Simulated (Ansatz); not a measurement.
# U-wB97X/6-31G(d) (spherical functions) run of C2HF2Ge (SMILES C#[C][Ge]([F])[F])

What is the vertical doublet–quartet gap of C2HF2Ge at U-wB97X/6-31G* (spherical functions)? 

The calculation is run with Ansatz 0.2.0.

69 further runs of the same task are left out: 69 set aside as unsound or not needed.

## 1. The structure to begin with

The species is C2HF2Ge (6 atoms), meant as a doublet with charge 0. SMILES: `C#[C][Ge]([F])[F]`. The coordinates come from a PBE0-D4/def2-TZVP relaxation.

Bond lengths: C1–C2 1.206 Å, C2–Ge3 1.892 Å, Ge3–F4 1.728 Å, Ge3–F5 1.728 Å, C1–H6 1.067 Å. Angles: C1–C2–Ge3 171.1°, C2–Ge3–F4 108.5°, C2–Ge3–F5 108.5°, F4–Ge3–F5 104.7°, C2–C1–H6 178.2°.

## 2. The energy at U-wB97X/6-31G(d) (spherical functions)

The input, input.yaml:

```yaml
crystal:
  periodic: [false, false, false]
  atoms:
    - {symbol: C, position_ang: [-0.190100, 0.518400, 1.692900]}
    - {symbol: C, position_ang: [-0.131400, 0.204200, 0.530300]}
    - {symbol: Ge, position_ang: [-0.289600, -0.139700, -1.323100]}
    - {symbol: F, position_ang: [-0.276600, -1.850600, -1.565100]}
    - {symbol: F, position_ang: [1.142900, 0.424100, -2.108200]}
    - {symbol: H, position_ang: [-0.213200, 0.779700, 2.727000]}
basis:
  gaussian: {orbitals: 6-31G_st_-spherical.json}
accuracy: high
hamiltonian: {xc: {name: wB97X}}
magnetization: {spin_polarized: true, initial_magnetization: 1}
output: {orbitals: {seedname: orbitals}}
```

The basis set 6-31G* is read from a file made from the Basis Set Exchange's data (not shown).

Started as:

```sh
$ ansatz run input.yaml --threads 1 --pin off --max-ram 3480MiB --events-out events.jsonl --progress --plain --runs-dir runs
```

The program printed:

```text
Warning: RAYON_NUM_THREADS=1 ignored (pool sized by the plan → 1); use --threads N
Functional definition: wB97X
  name "wB97X"
  parameter omega = 0.3/bohr
  parameter cx = 0.157706
  parameter cx1 = 0.726479
  parameter cx2 = 1.04760
  parameter cx3 = -5.70635
  parameter cx4 = 13.2794
  parameter css1 = -4.33879
  parameter css2 = 18.2308
  parameter css3 = -31.7430
  parameter css4 = 17.2901
  parameter cos1 = 2.37031
  parameter cos2 = -11.3995
  parameter cos3 = 6.58405
  parameter cos4 = -3.78132
  exchange = spin_sum(e_x_unif_sr(omega)*poly(b97_u_x, 1 - cx, cx1, cx2, cx3, cx4)) + cx*exact_x_sr(omega)
      + exact_x_lr(omega)
  correlation = spin_sum(e_c_pw_same_spin*poly(b97_u_same, 1, css1, css2, css3, css4))
      + integral(e_c_pw_opposite_spin*poly(b97_u_opposite, 1, cos1, cos2, cos3, cos4))
1871 factors; integrals over basis functions are off by at most 9.0e-9 eV
349 factors; integrals over basis functions are off by at most 2.2e-9 eV
mean field evaluation 1: about -64027.5107 eV, gradient 3.5e1 eV
mean field evaluation 2: about -64027.4509 eV, gradient 4.1e1 eV
mean field evaluation 4: about -64032.1355 eV, gradient 1.2e0 eV
mean field evaluation 8: about -64032.2518 eV, gradient 5.6e-2 eV
mean field evaluation 16: about -64032.2519 eV, gradient 8.4e-4 eV
mean field evaluation 32: about -64032.2519 eV, gradient 1.4e-7 eV
mean field -64032.25187633 eV, -2353.1418538361 hartree, gradient 4.7e-8 eV, S^2 0.753334; 0 other end points of the search recorded, 0 dependent functions left out
reference -64032.25187323 eV, -2353.1418537221 hartree; 32, 31 occupied and 58, 59 virtual orbitals, 1871 factors
Total energy: -64032.25187323 eV, -2353.1418537221 hartree
```

Run time: 61 s. Hardware: 1 thread of Arm Neoverse V2, shared host; peak memory 0.89 GiB.

## 3. The quartet

The input, job.yaml:

```yaml
crystal:
  periodic: [false, false, false]
  atoms:
    - {symbol: C, position_ang: [-0.190100, 0.518400, 1.692900]}
    - {symbol: C, position_ang: [-0.131400, 0.204200, 0.530300]}
    - {symbol: Ge, position_ang: [-0.289600, -0.139700, -1.323100]}
    - {symbol: F, position_ang: [-0.276600, -1.850600, -1.565100]}
    - {symbol: F, position_ang: [1.142900, 0.424100, -2.108200]}
    - {symbol: H, position_ang: [-0.213200, 0.779700, 2.727000]}
basis:
  gaussian: {orbitals: 6-31G_st_-spherical.json}
magnetization: {spin_polarized: true, initial_magnetization: 3}
hamiltonian: {xc: {name: wB97X}}
accuracy: high
output: {orbitals: {seedname: orbitals}}
```

The basis set 6-31G* is read from a file made from the Basis Set Exchange's data (not shown).

Started as:

```sh
$ ansatz run job.yaml --threads 1 --pin off --max-ram 3480MiB --events-out events.jsonl --progress --plain --runs-dir runs
```

The program printed (excerpt; [...] marks lines left out):

```text
Warning: RAYON_NUM_THREADS=1 ignored (pool sized by the plan → 1); use --threads N
[... 2 set-up lines as earlier in the session ...]
[...]
      + exact_x_lr(omega)
[...]
      + integral(e_c_pw_opposite_spin*poly(b97_u_opposite, 1, cos1, cos2, cos3, cos4))
1871 factors; integrals over basis functions are off by at most 9.0e-9 eV
349 factors; integrals over basis functions are off by at most 2.2e-9 eV
[...]
mean field -64026.97280330 eV, -2352.9478514804 hartree, gradient 5.4e-8 eV, S^2 3.759947; 4 other end points of the search recorded, 0 dependent functions left out
reference -64026.97280042 eV, -2352.9478513744 hartree; 33, 30 occupied and 57, 60 virtual orbitals, 1871 factors
Total energy: -64026.97280042 eV, -2352.9478513744 hartree
```

Run time: 2.7 min. Hardware: 1 thread of Arm Neoverse V2, shared host; peak memory 0.94 GiB.

## 4. Results

At U-wB97X/6-31G* (spherical functions):

| quantity | value |
| --- | --- |
| doublet: total energy | -2353.14185 Eh |
| doublet: HOMO energy (highest over α and β) | -9.53 eV |
| doublet: LUMO energy (lowest over α and β) | -2.33 eV |
| doublet: ⟨S²⟩ | 0.753 |
| quartet: total energy | -2352.94785 Eh |
| quartet: HOMO energy (highest over α and β) | -5.96 eV |
| quartet: LUMO energy (lowest over α and β) | -3.23 eV |
| quartet: ⟨S²⟩ | 3.760 |
| vertical energy of the quartet above the doublet | 5.279 eV |

**Reading.** At this shape the quartet lies 5.28 eV (509 kJ/mol) above the doublet.
